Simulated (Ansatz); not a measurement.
# H₆N₃OTa: basis-set convergence

An exercise on one series of results from a longer session: the logs are not shown, and one member is left open.

The runs use Ansatz 0.2.0, Gaussian basis; one geometry, several basis sets.

Plan: PBE0-D4/def2-SVP; ωB97M-V/def2-SVP; PBE0-D4/def2-QZVPP; ωB97M-V/def2-QZVPP; the functionals' def2-TZVPP values are taken from earlier runs.

**The relaxed structure**

All runs share one geometry, relaxed beforehand with PBE0-D4 in a triple-zeta def2 set. Ta takes the def2 core potential; no spin-orbit term is included.

11 atoms, charge 0, spin multiplicity 1.

Atoms are counted from 1 here; the program's logs count them from 0.

Bond lengths: N1–Ta2 1.994 Å, N1–H6 1.009 Å, N1–H7 1.009 Å, Ta2–N3 1.994 Å, Ta2–N4 1.994 Å, Ta2–O5 1.721 Å, N3–H8 1.009 Å, N3–H9 1.009 Å, N4–H10 1.009 Å, N4–H11 1.009 Å. Angles: Ta2–N1–H6 123.7°, Ta2–N1–H7 126.3°, H6–N1–H7 109.7°, N1–Ta2–N3 110.7°, N1–Ta2–N4 110.7°, N1–Ta2–O5 108.2°, N3–Ta2–N4 110.7°, N3–Ta2–O5 108.2°, N4–Ta2–O5 108.2°, Ta2–N3–H8 126.3°, Ta2–N3–H9 123.7°, H8–N3–H9 109.7°, Ta2–N4–H10 126.3°, Ta2–N4–H11 123.7°, H10–N4–H11 109.7°.

The first run:

File in.yaml:

```yaml
crystal:
  periodic: [false, false, false]
  atoms:
    - {symbol: N, position_ang: [-1.068877, 1.541664, 0.275060]}
    - {symbol: Ta, position_ang: [0.377868, 0.175438, 0.148964]}
    - {symbol: N, position_ang: [-0.040548, -1.403876, 1.291852]}
    - {symbol: N, position_ang: [0.662707, -0.378928, -1.744990]}
    - {symbol: O, position_ang: [1.836273, 0.883730, 0.725543]}
    - {symbol: H, position_ang: [-0.907858, 2.505604, 0.525967]}
    - {symbol: H, position_ang: [-2.060748, 1.370433, 0.202874]}
    - {symbol: H, position_ang: [-0.709443, -2.130733, 1.085458]}
    - {symbol: H, position_ang: [0.473226, -1.642066, 2.126934]}
    - {symbol: H, position_ang: [-0.054361, -0.635530, -2.407040]}
    - {symbol: H, position_ang: [1.557361, -0.342736, -2.210123]}
basis:
  gaussian: {orbitals: def2-SVP}
hamiltonian: {xc: pbe0, dispersion: d4}
output: {orbitals: {seedname: orbitals}}
```

Among the steps run: PBE0-D4 in def2-SVP; ωB97M-V in def2-SVP; PBE0-D4 in def2-QZVPP; ωB97M-V in def2-QZVPP.

One of the session's tables, all rows but one given; the rest of the session is left out.

It belongs to the step «Density functionals: the series». 

```
functional       basis  HOMO (eV)  LUMO (eV)
   PBE0-D4    def2-SVP      -6.76       0.15
   PBE0-D4  def2-TZVPP          ?          ?
   PBE0-D4  def2-QZVPP      -6.99      -0.36
   ωB97M-V    def2-SVP      -9.04       1.39
   ωB97M-V  def2-TZVPP      -9.22       1.14
   ωB97M-V  def2-QZVPP      -9.28       0.56
```

**Question.** Estimate the row for PBE0-D4, def2-TZVPP.

The run gave: HOMO (eV): -6.93; LUMO (eV): -0.04. In the column «HOMO (eV)» it lies between PBE0-D4, def2-QZVPP (-6.99) and PBE0-D4, def2-SVP (-6.76).
